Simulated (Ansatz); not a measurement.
# InH: the cost of one run

Computed with Ansatz 0.2.0 (DFT PBE, scalar-relativistic, plane waves, PAW, unless a step's input says otherwise).

1 further run of the same task is left out (it didn't finish).

### Step 1. The structure to begin with

It takes space group F-43m (No. 216, cubic). Conventional cell: a = 5.346 Å, b = 5.346 Å, c = 5.346 Å, α = 90.00°, β = 90.00°, γ = 90.00°. In (site symmetry -43m) has 4 H at 2.31 Å as nearest neighbours. Around H (site symmetry -43m) lie 4 In at 2.31 Å.

Coordinates:

```
In H
1.0
     0.00000    2.67298    2.67298
     2.67298    0.00000    2.67298
     2.67298    2.67298    0.00000
In H
1 1
Direct
  0.00000 0.00000 0.00000
  0.25000 0.25000 0.25000
```

The cell is invented: species swapped into a database cell of AlAs (F-43m, No. 216), with In on the Al sites and H on the As sites. The dimensions are guesses.

### Step 2. A first look at the guess

input.yaml reads:

```yaml
crystal:
  lattice:
    - [0.0, 2.6729815, 2.6729815]
    - [2.6729815, 0.0, 2.6729815]
    - [2.6729815, 2.6729815, 0.0]
  atoms:
    - { symbol: In, position: [0.0, 0.0, 0.0] }
    - { symbol: H, position: [0.25, 0.25, 0.25] }
basis:
  ecutwfc: 420
kpoints:
  mp_grid: { grid: [6, 6, 6] }
hamiltonian:
  xc: pbe
scf:
  occupations: { method: gaussian, width: 0.1 }
  lower_state_search: "off"
output:
  forces: true
  stress: true
  eigenvalues: true
```

On the command line:

```sh
ansatz run input.yaml --threads 1 --pin off --max-ram 2560MiB --backend cpu --events-out ev --progress --plain --runs-dir out
```

**Question.** How long does this run take on 1 thread of Arm Neoverse V1, shared host, and how much memory does it need?

About 1 s, with a peak of 0.27 GiB.
